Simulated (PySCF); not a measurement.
# CeH4O2 (Ce(H2O)23+): the cost of one run

Method: TPSS, Ce lcecp-1-SVP with ECP47, O def2-SVP, H def2-SVP; scalar-relativistic core potentials, no spin–orbit coupling; program: PySCF 2.14.0.

4 further runs of the same task are left out: 2 for a known fault of the program, 1 that didn't finish, 1 set aside as unsound or not needed.

### Step 1. The system as given

7 atoms, charge 3, spin multiplicity 1.

Bond lengths: Ce1–O2 2.354 Å, Ce1–O5 2.352 Å, O2–H3 1.001 Å, O2–H4 1.002 Å, O5–H6 1.002 Å, O5–H7 1.001 Å. Angles: O2–Ce1–O5 110.2°, Ce1–O2–H3 129.2°, Ce1–O2–H4 127.9°, H3–O2–H4 102.8°, Ce1–O5–H6 128.0°, Ce1–O5–H7 129.2°, H6–O5–H7 102.8°.

Coordinates:

```xyz
7

Ce    0.3220   -1.1232    0.0112
O    -0.0767    0.1859    1.9269
H     0.3567    1.0432    2.2096
H    -0.7011   -0.0076    2.6860
O     0.0266    0.1695   -1.9310
H     0.2136   -0.0920   -2.8796
H    -0.3290    1.1004   -2.0231
```

Formal oxidation states: Ce +3. Each metal's 1 4f electrons lie in its core potential, so multiplicities, spins and levels count the valence alone. An earlier session relaxed this geometry at TPSS, Ce lcecp-1-SVP with ECP47, O def2-SVP, H def2-SVP (singlet, point group C1).

Its energy there is -183.840802 Eh.

### Step 2. Atoms moved at random, σ = 0.15 Å

The input, run.py (the lines that set the calculation):

```python
mol = gto.M(atom='''
Ce     0.15212    -1.15229    -0.13821
O      0.18383     0.37908     1.94168
H      0.31075     1.06074     2.12764
H     -0.63363    -0.00294     2.62804
O      0.00591     0.15977    -2.01091
H      0.21391    -0.23174    -2.64075
H     -0.42082     1.06370    -1.90748''',
    basis={'Ce': 'lcecp-1-SVP', 'O': 'def2-SVP', 'H': 'def2-SVP'},
    ecp={'Ce': 'lcecp-1-SVP'},
    charge=3, spin=0)
mf = dft.RKS(mol, xc='TPSS')
mf.grids.atom_grid = (50, 194)  # f atoms: unpruned, at least (60, 302)
mf = mf.density_fit()  # fitting sets: Ce AutoAux, O def2-universal-JKFIT, H def2-universal-JKFIT
mf.conv_tol = 1e-08; mf.max_cycle = 55
mf.kernel(dm0)  # dm0: the density of the relaxed state
```

Launch:

```console
> OMP_NUM_THREADS=2 python run.py
```

**Question.** How long does this run take on 2 threads of Intel Xeon 6975P-C (Granite Rapids), shared host?

About 3.2 s.
